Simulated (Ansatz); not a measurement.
# Niobium, hcp under m-r²SCAN: structure, energy and stiffness

Aim: take niobium in the hcp structure, relax it, solve it on a dense k-mesh, then scale the cell to 7 volumes from 88 to 112 % of the relaxed one and try a fit of the equation of state. The start is ferromagnetic. The k-meshes are 12×12×7 for the relaxation; 21×21×10 for the dense run; 14×14×7 for the volumes.

This is Nb in the hcp structure; at room conditions it is bcc.

Method: DFT m-r2SCAN, plane waves (500 eV) with PAW, scalar-relativistic; PAW files made under PBE, frozen cores solved again for the functional; m-r²SCAN is r²SCAN on the gauge-invariant kinetic-energy density, in Ansatz 0.2.0.

## Step 1: The starting structure

Symmetry: P6_3/mmc, No. 194, hexagonal system. The conventional cell has a = 2.940 Å, b = 2.940 Å, c = 4.802 Å, α = 90.00°, β = 90.00°, γ = 120.00°. Nb (site symmetry -6m2) is surrounded by 12 Nb at 2.94 Å.

Structure file:

```cif
data_structure
_symmetry_space_group_name_H-M 'P 1'
_symmetry_Int_Tables_number 1
_cell_length_a 2.9403
_cell_length_b 2.9403
_cell_length_c 4.8015
_cell_angle_alpha 90.000
_cell_angle_beta 90.000
_cell_angle_gamma 120.000
_cell_volume 35.95
loop_
_atom_site_label
_atom_site_type_symbol
_atom_site_fract_x
_atom_site_fract_y
_atom_site_fract_z
_atom_site_occupancy
Nb1 Nb 0.33333 0.66667 0.25000 1
Nb2 Nb 0.66667 0.33333 0.75000 1
```

Starting moments (μB): +1 ×2.

## Step 2: Geometry optimisation

Input file input.yaml:

```yaml
crystal:
  lattice:
    - [2.9403180252, 0.0, 0.0]
    - [-1.4701590126, 2.546390105, 0.0]
    - [0.0, 0.0, 4.8015393351]
  atoms:
    - { symbol: Nb, position: [0.3333333333, 0.6666666667, 0.25], spin: 1.0 }
    - { symbol: Nb, position: [0.6666666667, 0.3333333333, 0.75], spin: 1.0 }
hamiltonian:
  xc: mr2scan
  pseudopotentials:
    kind: paw
    azcp:
      Nb: "pseudopotentials/Nb.paw.azcp"
basis:
  ecutwfc: 500
  fft_grid_basis: typed
kpoints:
  mp_grid: { grid: [12, 12, 7], shift: [0, 0, 0] }
magnetization:
  spin_polarized: true
scf:
  occupations: { method: fermi_dirac, width: 0.05 }
relax:
  max_steps: 60
  f_tol: 0.01
  cell: {}
```

The run is started by

```bash
$ ansatz run input.yaml --threads 2 --pin off --max-ram 6144MiB --backend cpu --events-out ev --progress --plain --runs-dir out
```

Further steps of the session: The energy on a finer k-mesh; The cell scaled to 88 % of its volume; The cell scaled to 92 % of its volume; The cell scaled to 96 % of its volume; The cell scaled to 100 % of its volume; The cell scaled to 104 % of its volume; The cell scaled to 108 % of its volume; The cell scaled to 112 % of its volume.

What does the calculation give? Wanted: space group; conventional cell; volume; shortest distance; gap on the mesh; magnetic state; relative to bcc; V₀, B₀, B₀′.

The runs gave:

| quantity | value |
| --- | --- |
| space group (spins left aside) | P6_3/mmc (No. 194) |
| conventional cell | a = 2.861 Å, c = 5.240 Å (c/a = 1.832) |
| volume | 18.573 Å³/atom |
| shortest distance | 2.861 Å |
| gap on the mesh | none (levels filled in part) |
| magnetic state | non-magnetic |
| relative to bcc | +310 meV/atom |
| V₀, B₀, B₀′ | 18.559 Å³/atom, 166 GPa, 3.5 |

The relaxation enlarged the cell by 3.3 % in volume. It lies 310 meV/atom above the element's reference form at the same level (bcc, from a run of its own), so it is far from stable. The moments die out: the run ends non-magnetic. Levels at the Fermi energy are filled in part, as in a metal. The fitted modulus is 166 GPa; letting shape and positions relax at each volume could only lower it. The symmetry was held, so the structure may be unstable against distortions that break it.
